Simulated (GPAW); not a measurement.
Crystal: SbAs.

```xyz
2
Lattice="2.0124 1.1619 3.7166 -2.0124 1.1619 3.7166 0.0000 -2.3237 3.7166" Properties=species:S:1:pos:R:3 pbc="T T T"
Sb    0.0000    0.0000    8.5954
As    0.0000    0.0000    2.5544
```

The cell is a database's computed one.

The cell isn't the ideal one: strain = -0.01.

```yaml
Program: GPAW 26.7.0
Task: relaxation of the atoms
Functional: PBE
Potentials_or_basis: GPAW PAW data sets (gpaw-data 1.2.1)
Cutoff: 600 eV
Basis: pw
k_mesh: 8 × 8 × 8
Occupations: fermi-dirac, width 0.05 eV
Spin: no spin polarisation
```

At the start: volume 26.07 Å³/atom.

Task: Where does the relaxation end?

Result: Over 3 steps the energy falls by 2.8 meV/atom; space group R3m (No. 160, to 0.05 Å).

The path:
| step | energy change (eV) | largest force (eV/Å) |
| --- | --- | --- |
| 1 | 0.0000 | 0.2730 |
| 2 | -0.0019 | 0.2218 |
| 3 | -0.0057 | 0.0134 |

Final structure:
```yaml
crystal:
  lattice:
    - [2.01239, 1.16185, 3.71659]
    - [-2.01239, 1.16185, 3.71659]
    - [0.00000, -2.32370, 3.71659]
  atoms:
    - { symbol: Sb, position: [0.76904, 0.76904, 0.76904] }
    - { symbol: As, position: [0.23097, 0.23097, 0.23097] }
```

Caveat: the density grid can change from cell to cell, which puts small steps into energies and stress; later steps reuse the first step's grids.
